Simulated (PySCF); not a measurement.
**Changing the system itself: GaI**

How does GaI answer to another spin, charge, distance or environment?

Program: PySCF 2.14.0. Level of theory: each script names its method and basis. These are calculated values, not measurements.

2 further runs of the same task are left out: 1 for a known fault of the program, 1 that didn't finish.

### 1 The system as given

GaI: 2 atoms, charge 0, spin multiplicity 1.

Bond lengths: Ga1–I2 2.515 Å.

### 2 The run that the others are compared with

The input, input.py:

```python
from pyscf import gto, scf, tdscf

mol = gto.M(
    atom='Ga 0 0 0; I 0 0 2.515',
    basis='def2-svp',
    ecp={'I': 'def2-svp'},
    charge=0,
    spin=0,
    verbose=4,
)
mf = scf.UHF(mol)
mf.kernel()
td = tdscf.TDA(mf)
td.nstates = 3
td.kernel()
td.analyze(verbose=3)
mf.dip_moment()
print('orbital energies (hartree):', [e[max(0, n-3):n+3].round(4) for e, n in zip(mf.mo_energy, mol.nelec)])
```

On the command line:

```console
> OMP_NUM_THREADS=1 python input.py
```

Its log is not repeated here.

Base result: E(SCF) = -2219.720707 Eh, 12 cycles, μ = 2.10 D, excitations 2.47, 2.47, 4.34 eV.

The bond length is a typed value, not an optimised one.

### 3 Electric field 0.05 a.u.

Run 1 changes electric field: none → 0.05 a.u.

The input, input.py:

```python
from pyscf import gto, scf, tdscf

mol = gto.M(
    atom='Ga 0 0 0; I 0 0 2.515',
    basis='def2-svp',
    ecp={'I': 'def2-svp'},
    charge=0,
    spin=0,
    verbose=4,
)
mf = scf.UHF(mol)
field = 0.05  # electric field along z, atomic units
h = mf.get_hcore() + field*mol.intor('int1e_r')[2]
mf.get_hcore = lambda *args: h
e_nuc = mol.energy_nuc() - field*mol.atom_charges() @ mol.atom_coords()[:, 2]
mf.energy_nuc = lambda *args: e_nuc
mf.kernel()
td = tdscf.TDA(mf)
td.nstates = 3
td.kernel()
td.analyze(verbose=3)
mf.dip_moment()
print('orbital energies (hartree):', [e[max(0, n-3):n+3].round(4) for e, n in zip(mf.mo_energy, mol.nelec)])
```

On the command line:

```console
> OMP_NUM_THREADS=1 python input.py
```

### 4 Bond 5.03 Å

Run 2 changes bond length: 2.515 Å → 5.03 Å.

input.py, as its differences from that of step 2:

```diff
@@ -3,3 +3,3 @@
 mol = gto.M(
-    atom='Ga 0 0 0; I 0 0 2.515',
+    atom='Ga 0 0 0; I 0 0 5.03',
     basis='def2-svp',
```

### 5 Bond 2.213 Å

Run 3 changes bond length: 2.515 Å → 2.213 Å.

input.py, as its differences from that of step 2:

```diff
@@ -3,3 +3,3 @@
 mol = gto.M(
-    atom='Ga 0 0 0; I 0 0 2.515',
+    atom='Ga 0 0 0; I 0 0 2.213',
     basis='def2-svp',
```

### 6 Bond 0.1 Å

Run 4 changes bond length: 2.515 Å → 0.1 Å.

input.py, as its differences from that of step 2:

```diff
@@ -3,3 +3,3 @@
 mol = gto.M(
-    atom='Ga 0 0 0; I 0 0 2.515',
+    atom='Ga 0 0 0; I 0 0 0.1',
     basis='def2-svp',
```

### 7 Quintet

Run 5 changes spin (2S): 0 → 4.

input.py, as its differences from that of step 2:

```diff
@@ -7,3 +7,3 @@
     charge=0,
-    spin=0,
+    spin=4,
     verbose=4,
```

### 8 Bond 3.772 Å

Run 6 changes bond length: 2.515 Å → 3.772 Å.

input.py, as its differences from that of step 2:

```diff
@@ -3,3 +3,3 @@
 mol = gto.M(
-    atom='Ga 0 0 0; I 0 0 2.515',
+    atom='Ga 0 0 0; I 0 0 3.772',
     basis='def2-svp',
```

Before running it: what results should come out? Wanted: for each run, E(SCF); from base; gap, α spin; SCF dipole; after the SCF.

**Answer**, as computed:

```
                     run  E(SCF) (hartree)  from base (eV)  cycles  gap, α spin (eV)  SCF dipole (D)              after the SCF
                    base      -2219.720707               0      12              9.63            2.10  lowest root found 2.47 eV
electric field 0.05 a.u.      -2219.803382         -2.2497      12              8.34           11.16  lowest root found 2.31 eV
             bond 5.03 Å      -2219.612878         +2.9342      14              4.40           19.26  lowest root found 1.17 eV
            bond 2.213 Å      -2219.682804         +1.0314      11              9.56            0.29  lowest root found 2.20 eV
bond 0.1 Å (poor choice)        700.829372     +79472.2162      14             10.93            2.49  lowest root found 4.07 eV
                 quintet      -2219.506192         +5.8372      12              8.51            4.09  lowest root found 0.19 eV
            bond 3.772 Å      -2219.666233         +1.4823      13              6.91           11.39  lowest root found 2.08 eV
```

What this shows: The largest comparable shift of the SCF energy, +79472.216 eV, comes with the run “bond 0.1 Å”. The quintet solution found lies 5.84 eV above the base singlet at this geometry and level. With bond 5.03 Å the frontier gap moves by over 1.5 eV, which can mean another electronic state rather than the bond length alone. With bond 3.772 Å the frontier gap moves by over 1.5 eV, which can mean another electronic state rather than the bond length alone. Rows marked «poor choice» come from settings spoiled on purpose.
